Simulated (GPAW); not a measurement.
Ta3AsAu2O13:

```
CELL_PARAMETERS angstrom
5.24237 3.02668 4.14273
-5.24237 3.02668 4.14273
0.00000 -6.05337 4.14273
ATOMIC_POSITIONS crystal
Ta 0.23108 0.57229 0.23108
Ta 0.23108 0.23108 0.57229
Ta 0.57229 0.23108 0.23108
As 0.55878 0.55878 0.55878
Au 0.96559 0.96559 0.96559
Au 0.75105 0.75105 0.75105
O 0.40884 0.66762 0.40884
O 0.40884 0.40884 0.66762
O 0.66762 0.40884 0.40884
O 0.49726 0.01313 0.36024
O 0.36024 0.49726 0.01313
O 0.01313 0.36024 0.49726
O 0.36024 0.01313 0.49726
O 0.01313 0.49726 0.36024
O 0.49726 0.36024 0.01313
O 0.10963 0.74806 0.10963
O 0.10963 0.10963 0.74806
O 0.74806 0.10963 0.10963
O 0.30840 0.30840 0.30840
```

The cell was built by a generator and needn't be a form met in nature.

Base run:

* Program: GPAW 26.7.0
* Functional: LDA
* Potentials or basis: the program's PAW data sets (release 1.2.1) made for this functional
* Cutoff: 800 eV
* Basis: pw
* k mesh: 3 × 3 × 3
* Occupations: fermi-dirac, width 0.05 eV
* Spin: no spin polarisation

Its results: band gap on the k mesh 1.01 eV, indirect (least direct gap 1.06 eV); pressure -5.8 GPa; largest force 0.734 eV/Å.

Question: After a change of settings the same cell gave: band gap on the k mesh 1.13 eV, indirect (least direct gap 1.18 eV); pressure 2.3 GPa; largest force 0.524 eV/Å. Which change was it?
A. functional from LDA to r2SCAN; potentials or basis from the program's PAW data sets (release 1.2.1) made for this functional to GPAW PAW data sets (gpaw-data 1.2.1)
B. functional from LDA to BLYP; potentials or basis from the program's PAW data sets (release 1.2.1) made for this functional to PAW data sets generated in the run's folder for this functional
C. functional from LDA to RPBE
D. functional from LDA to PBE; potentials or basis from the program's PAW data sets (release 1.2.1) made for this functional to GPAW PAW data sets (gpaw-data 1.2.1)

Answer: B.

Caveats: with this Au data set, volumes or pressures lay over 1.5 % or 2 GPa off other programs in two to four cells of ten; spin-orbit coupling is left out, which moves the levels of the heavy elements.
